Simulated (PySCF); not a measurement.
# C₄H₈F₂SSi: electronic excitations

Aim: predict the electronic excitations of C₄H₈F₂SSi (`CS[SiH2]C(C)=C(F)F`).

Programs: PySCF 2.14.0, with density-fitted response routines of our own. Each step states its level of theory. These are calculated values for one molecule in the gas phase, unless marked as measured. Atoms count from 0, in the outputs and in this text.

## 1. Starting geometry

16 atoms, charge 0, multiplicity 1; geometry from: GFN2-xTB.

Bonds of the start (Å): C0–S1 1.82, S1–Si2 2.14, Si2–C3 1.88, C3–C4 1.50, C3–C5 1.32, C5–F6 1.34, C5–F7 1.33, C0–H8 1.08, C0–H9 1.08, C0–H10 1.09, Si2–H11 1.46, Si2–H12 1.46, C4–H13 1.09, C4–H14 1.09, C4–H15 1.09.

## 2. TDDFT and polarisability: CAM-B3LYP/def2-SVPD

Job settings and geometry (Å):

```
{"job": {"kind": "uv", "xc": "CAM-B3LYP", "basis": "def2-SVPD", "nstates": 8, "ntriplets": 3}, "charge": 0, "multiplicity": 1}
C      3.185220     0.016729    -0.015496
S      1.557681    -0.599303    -0.536089
Si     0.335869     0.476300     0.851609
C     -1.430580     0.005386     0.409628
C     -1.745357    -1.026688    -0.626403
C     -2.382929     0.632701     1.067012
F     -2.166885     1.558872     2.006394
F     -3.698012     0.466490     0.924186
H      3.208533     1.098070    -0.098477
H      3.919052    -0.422690    -0.682327
H      3.381202    -0.289677     1.006723
H      0.677347     0.061323     2.212005
H      0.577688     1.906419     0.670769
H     -1.354932    -1.992868    -0.311591
H     -1.254828    -0.769314    -1.563058
H     -2.816668    -1.112806    -0.791328
```

Method: TDDFT CAM-B3LYP/def2-SVPD, vertical, gas phase, core orbitals frozen in the response.

Started as:

```bash
$ OMP_NUM_THREADS=1 python probes_run.py task.json out
```

One launch serves the whole session: the jobs run in the order shown.

Predict these results of the whole session: lowest singlet (CAM-B3LYP/def2-SVPD); brightest single state of those computed; lowest triplet.

The runs gave:

| quantity | value |
| --- | --- |
| lowest singlet (CAM-B3LYP/def2-SVPD) | 5.63 eV (220 nm), f = 0.005 |
| brightest single state of those computed | state 8, 7.21 eV, f = 0.305 |
| lowest triplet | 4.45 eV |

In words: The lowest singlet, at 5.63 eV, is HOMO→LUMO 0.82 and is weak; of the 8 states computed, the strongest absorption comes from states 7 to 8 together at 7.21 eV (the last computed, so partners may be missing). The lowest triplet lies 1.18 eV below the lowest singlet (triplets in Tamm-Dancoff, singlets in full TDDFT).
